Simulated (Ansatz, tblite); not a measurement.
**C₄₆H₃₀S₁₂Si₂: rung by rung**

One table from this session's results is given with a row withheld; the runs are named, their logs left out.

Program: Ansatz 0.2.0, Gaussian basis. Level of theory: as each input shows. These are calculated values, not measurements.

Levels to be run: GFN1-xTB, GFN2-xTB, PBE-D4/def2-SVP, r2SCAN-D4/def2-SVP, B97M-V/def2-SVP, PBE0-D4/def2-TZVP, PBE-D4/def2-TZVP, HF/STO-3G, MP2/def2-SVP.

1 further run of the same task is left out (set aside as unsound or not needed). Runs told in other sessions of the task aren't counted.

## The structure

The geometry is that of the singlet, from an earlier relaxation (r2SCAN-D4/def2-SVP).

90 atoms, charge 0, spin multiplicity 1.

Bond lengths: C1–Si2 1.879 Å, C1–H61 1.102 Å, C1–H62 1.102 Å, C1–H63 1.103 Å, Si2–C3 1.879 Å, Si2–C4 1.879 Å, Si2–C5 1.845 Å, C3–H64 1.103 Å, C3–H65 1.102 Å, C3–H66 1.102 Å, C4–H67 1.102 Å, C4–H68 1.103 Å, C4–H69 1.102 Å, C5–C6 1.231 Å, C6–C7 1.403 Å, C7–C8 1.393 Å, C7–S60 1.768 Å, C8–C9 1.409 Å and more. Angles: Si2–C1–H61 111.1°, Si2–C1–H62 111.2°, Si2–C1–H63 110.7°, H61–C1–H62 107.8°, H61–C1–H63 107.9°, H62–C1–H63 108.0°, C1–Si2–C3 110.7°, C1–Si2–C4 110.5°, C1–Si2–C5 107.8°, C3–Si2–C4 110.4°, C3–Si2–C5 108.5°, C4–Si2–C5 108.7°, Si2–C3–H64 110.7°, Si2–C3–H65 111.2°, Si2–C3–H66 111.2°, H64–C3–H65 108.0°, H64–C3–H66 107.9°, H65–C3–H66 107.8° and more.

PBE0-D4/def2-SVP was run before; its log isn't repeated, and its numbers join the tables.

Set-up of the first run:

Tight binding, by tblite at 300 K electronic temperature and without a spin-polarisation term:

```python
tblite.interface.Calculator('GFN1-xTB', numbers, positions, charge=0, uhf=0).singlepoint()
```

Tight binding, by tblite at 300 K electronic temperature and without a spin-polarisation term:

```python
tblite.interface.Calculator('GFN2-xTB', numbers, positions, charge=0, uhf=0).singlepoint()
```

start.molden holds the orbitals of an earlier run on this state, given as this run's starting guess.

in.yaml reads:

```yaml
crystal:
  periodic: [false, false, false]
  atoms:
    - {symbol: C, position_ang: [22.303412, 0.656882, -2.794941]}
    - {symbol: Si, position_ang: [21.868360, 0.064583, -1.065337]}
    - {symbol: C, position_ang: [22.500387, 1.270864, 0.229121]}
    - {symbol: C, position_ang: [22.570043, -1.651922, -0.760272]}
    - {symbol: C, position_ang: [20.029787, -0.016964, -0.942056]}
    - {symbol: C, position_ang: [18.800773, -0.066370, -0.888340]}
    - {symbol: C, position_ang: [17.400975, -0.123556, -0.821295]}
    - {symbol: C, position_ang: [16.491183, -0.111787, -1.875959]}
    - {symbol: C, position_ang: [15.162582, -0.183839, -1.412802]}
    - {symbol: S, position_ang: [13.603256, -0.210342, -2.173223]}
    - {symbol: C, position_ang: [12.795444, -0.311682, -0.609182]}
    - {symbol: C, position_ang: [11.361124, -0.366930, -0.553851]}
    - {symbol: C, position_ang: [10.458301, -0.377400, -1.612959]}
    - {symbol: C, position_ang: [9.124514, -0.429661, -1.160565]}
    - {symbol: S, position_ang: [7.570367, -0.457856, -1.930042]}
    - {symbol: C, position_ang: [6.750678, -0.513824, -0.369318]}
    - {symbol: C, position_ang: [5.316412, -0.539707, -0.318624]}
    - {symbol: C, position_ang: [4.415051, -0.636564, -1.375320]}
    - {symbol: C, position_ang: [3.079552, -0.605971, -0.925649]}
    - {symbol: S, position_ang: [1.525060, -0.664778, -1.693998]}
    - {symbol: C, position_ang: [0.703118, -0.534855, -0.138699]}
    - {symbol: C, position_ang: [-0.730719, -0.504041, -0.086376]}
    - {symbol: C, position_ang: [-1.641755, -0.672352, -1.125528]}
    - {symbol: C, position_ang: [-2.972467, -0.549886, -0.676626]}
    - {symbol: S, position_ang: [-4.534023, -0.635825, -1.426357]}
    - {symbol: C, position_ang: [-5.340321, -0.317809, 0.108877]}
    - {symbol: C, position_ang: [-6.773144, -0.238351, 0.188507]}
    - {symbol: C, position_ang: [-7.544839, -0.021071, 1.328126]}
    - {symbol: C, position_ang: [-8.920194, 0.008218, 1.027413]}
    - {symbol: S, position_ang: [-10.370654, 0.233898, 1.951937]}
    - {symbol: C, position_ang: [-11.369180, 0.065724, 0.507392]}
    - {symbol: C, position_ang: [-12.797947, 0.166589, 0.614289]}
    - {symbol: C, position_ang: [-13.562988, 0.392027, 1.753922]}
    - {symbol: C, position_ang: [-14.942952, 0.428913, 1.459220]}
    - {symbol: S, position_ang: [-16.385913, 0.663106, 2.386756]}
    - {symbol: C, position_ang: [-17.388866, 0.495536, 0.940657]}
    - {symbol: C, position_ang: [-18.784161, 0.596766, 1.041043]}
    - {symbol: C, position_ang: [-20.007917, 0.685609, 1.142803]}
    - {symbol: Si, position_ang: [-21.843898, 0.824659, 1.252458]}
    - {symbol: C, position_ang: [-22.588281, -0.888772, 1.046603]}
    - {symbol: C, position_ang: [-22.429724, 1.963093, -0.123369]}
    - {symbol: C, position_ang: [-22.281096, 1.536269, 2.935224]}
    - {symbol: C, position_ang: [-16.623146, 0.269080, -0.200714]}
    - {symbol: C, position_ang: [-15.246901, 0.232642, 0.099379]}
    - {symbol: S, position_ang: [-13.798502, -0.001532, -0.827679]}
    - {symbol: C, position_ang: [-10.600241, -0.156089, -0.631138]}
    - {symbol: C, position_ang: [-9.222936, -0.186822, -0.332028]}
    - {symbol: S, position_ang: [-7.771256, -0.407814, -1.254556]}
    - {symbol: C, position_ang: [-4.426920, -0.160044, 1.149142]}
    - {symbol: C, position_ang: [-3.099034, -0.291812, 0.700187]}
    - {symbol: S, position_ang: [-1.538623, -0.195250, 1.451795]}
    - {symbol: C, position_ang: [1.605368, -0.452772, 0.918556]}
    - {symbol: C, position_ang: [2.940177, -0.491023, 0.468786]}
    - {symbol: S, position_ang: [4.493544, -0.416043, 1.236640]}
    - {symbol: C, position_ang: [7.653435, -0.509840, 0.690536]}
    - {symbol: C, position_ang: [8.987664, -0.460495, 0.238302]}
    - {symbol: S, position_ang: [10.542337, -0.424138, 1.006997]}
    - {symbol: C, position_ang: [13.703268, -0.322940, 0.444587]}
    - {symbol: C, position_ang: [15.037069, -0.250599, -0.012880]}
    - {symbol: S, position_ang: [16.592437, -0.224030, 0.747619]}
    - {symbol: H, position_ang: [21.912731, -0.032337, -3.560667]}
    - {symbol: H, position_ang: [21.879944, 1.654756, -2.991754]}
    - {symbol: H, position_ang: [23.397053, 0.720371, -2.922146]}
    - {symbol: H, position_ang: [23.599806, 1.346933, 0.186418]}
    - {symbol: H, position_ang: [22.083242, 2.278304, 0.071790]}
    - {symbol: H, position_ang: [22.222732, 0.946337, 1.244775]}
    - {symbol: H, position_ang: [22.296668, -2.021318, 0.241083]}
    - {symbol: H, position_ang: [23.670760, -1.641494, -0.829494]}
    - {symbol: H, position_ang: [22.189662, -2.374068, -1.500295]}
    - {symbol: H, position_ang: [16.806302, -0.053140, -2.918006]}
    - {symbol: H, position_ang: [10.768211, -0.347267, -2.659052]}
    - {symbol: H, position_ang: [4.727844, -0.725545, -2.417221]}
    - {symbol: H, position_ang: [-1.339240, -0.875720, -2.154355]}
    - {symbol: H, position_ang: [-7.117713, 0.107828, 2.322957]}
    - {symbol: H, position_ang: [-13.127969, 0.522860, 2.746387]}
    - {symbol: H, position_ang: [-22.235964, -1.572730, 1.835198]}
    - {symbol: H, position_ang: [-23.689058, -0.845507, 1.100342]}
    - {symbol: H, position_ang: [-22.313143, -1.327167, 0.073940]}
    - {symbol: H, position_ang: [-22.149451, 1.567076, -1.112636]}
    - {symbol: H, position_ang: [-21.986382, 2.966800, -0.024677]}
    - {symbol: H, position_ang: [-23.527046, 2.071440, -0.100048]}
    - {symbol: H, position_ang: [-23.374115, 1.636098, 3.042733]}
    - {symbol: H, position_ang: [-21.833714, 2.533341, 3.074706]}
    - {symbol: H, position_ang: [-21.918676, 0.887284, 3.748468]}
    - {symbol: H, position_ang: [-17.069513, 0.140705, -1.187063]}
    - {symbol: H, position_ang: [-11.032593, -0.285840, -1.624898]}
    - {symbol: H, position_ang: [-4.723080, 0.048149, 2.177581]}
    - {symbol: H, position_ang: [1.293548, -0.370390, 1.961253]}
    - {symbol: H, position_ang: [7.342765, -0.544624, 1.736277]}
    - {symbol: H, position_ang: [13.399300, -0.382214, 1.491241]}
basis:
  gaussian: {orbitals: def2-SVP, fitting: {mean_field: def2-universal-jkfit}, initial_orbitals: start.molden}
hamiltonian: {xc: pbe, dispersion: d4}
scf: {omitted_lower_state_checks: [starts]}
output: {orbitals: {seedname: orbitals}}
```

On the command line:

```bash
$ ansatz run in.yaml --threads 11 --pin off --events-out ev --progress --plain --max-ram 174080MiB --backend cuda --devices 0, --max-vram 75GiB
```

Among the steps run: PBE-D4/def2-SVP; r2SCAN-D4/def2-SVP; B97M-V/def2-SVP; PBE0-D4/def2-TZVP; PBE-D4/def2-TZVP; HF/STO-3G; MP2/def2-SVP.

One of the session's tables, all rows but one given; the rest of the session is left out.

It belongs to the step «Binding energy». 

| level | binding an atom (eV) |
| --- | --- |
| HF/STO-3G | 4.214 |
| HF/def2-SVP | 3.600 |
| PBE-D4/def2-SVP | ? |
| PBE-D4/def2-TZVP | 5.259 |
| r2SCAN-D4/def2-SVP | 5.119 |
| B97M-V/def2-SVP | 5.120 |
| PBE0-D4/def2-SVP | 5.179 |
| PBE0-D4/def2-TZVP | 5.127 |
| MP2/def2-SVP | 4.941 |

Q: Estimate the row for PBE-D4/def2-SVP from the others.

The run gave: binding an atom (eV): 5.312. In the column «binding an atom (eV)» it is the highest.

Limits of these values: Free atoms were run apart at each level; binding is atoms less cluster, divided by the number of atoms, without zero-point or spin-orbit terms.
